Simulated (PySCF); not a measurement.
**ICl⁻: changing the method**

What do other methods print for ICl⁻?

The runs use PySCF 2.14.0; method and basis as typed in the scripts.

4 further runs of the same task are left out: 1 for a known fault of the program, 3 that didn't finish.

## Step 1: The starting structure

ICl⁻: 2 atoms, charge -1, spin multiplicity 2.

No contacts short enough for the rule that draws bonds.

## Step 2: The run that the others are compared with

The input, input.py:

```python
from pyscf import gto, scf, mp

mol = gto.M(
    atom='I 0 0 0; Cl 0 0 2.737',
    basis='sbkjc',
    ecp={'I': 'sbkjc', 'Cl': 'sbkjc'},
    charge=-1,
    spin=1,
    verbose=4,
)
mf = scf.UHF(mol)
mf.kernel()
mp.MP2(mf).kernel()
mf.dip_moment()
print('orbital energies (hartree):', [e[max(0, n-3):n+3].round(4) for e, n in zip(mf.mo_energy, mol.nelec)])
```

Command:

```bash
OMP_NUM_THREADS=1 python input.py
```

## Step 3: Gradient

Edit 1 changes step after the SCF: mp2 → gradient.

Changes to input.py since step 2:

```diff
@@ -1,2 +1,2 @@
-from pyscf import gto, scf, mp
+from pyscf import gto, scf
 
@@ -12,3 +12,3 @@
 mf.kernel()
-mp.MP2(mf).kernel()
+mf.nuc_grad_method().kernel()
 mf.dip_moment()
```

## Step 4: Geometry optimisation

Edit 2 changes step after the SCF: mp2 → optimize.

The input, input.py:

```python
from pyscf import gto, scf
from pyscf.geomopt.geometric_solver import optimize

mol = gto.M(
    atom='I 0 0 0; Cl 0 0 2.737',
    basis='sbkjc',
    ecp={'I': 'sbkjc', 'Cl': 'sbkjc'},
    charge=-1,
    spin=1,
    verbose=4,
)
mf = scf.UHF(mol)
mf.kernel()
mol_eq = optimize(mf, maxsteps=30)
print('optimised geometry (angstrom)')
print(mol_eq.tostring('raw'))
print('orbital energies (hartree):', [e[max(0, n-3):n+3].round(4) for e, n in zip(mf.mo_energy, mol.nelec)])
```

Q: Predict the outcome of this session. Wanted: for each run, E(SCF); from base; gap, α spin; after the SCF.

The runs gave:

```csv
run,E(SCF) (hartree),from base (eV),cycles,"gap, α spin (eV)",after the SCF
base,-25.964265,0,10,17.23,MP2 correlation -1.198 eV
gradient,-25.964265,0.0000,10,17.23,n/a
geometry optimisation,-25.964265,0.0000,10,17.23,"bond 3.024 Å, -0.183 eV"
```

SCF columns refer to the geometry typed in the script.

In words: Total energies from different bases, Hamiltonians or methods carry different errors, so properties are taken as differences within one set-up.
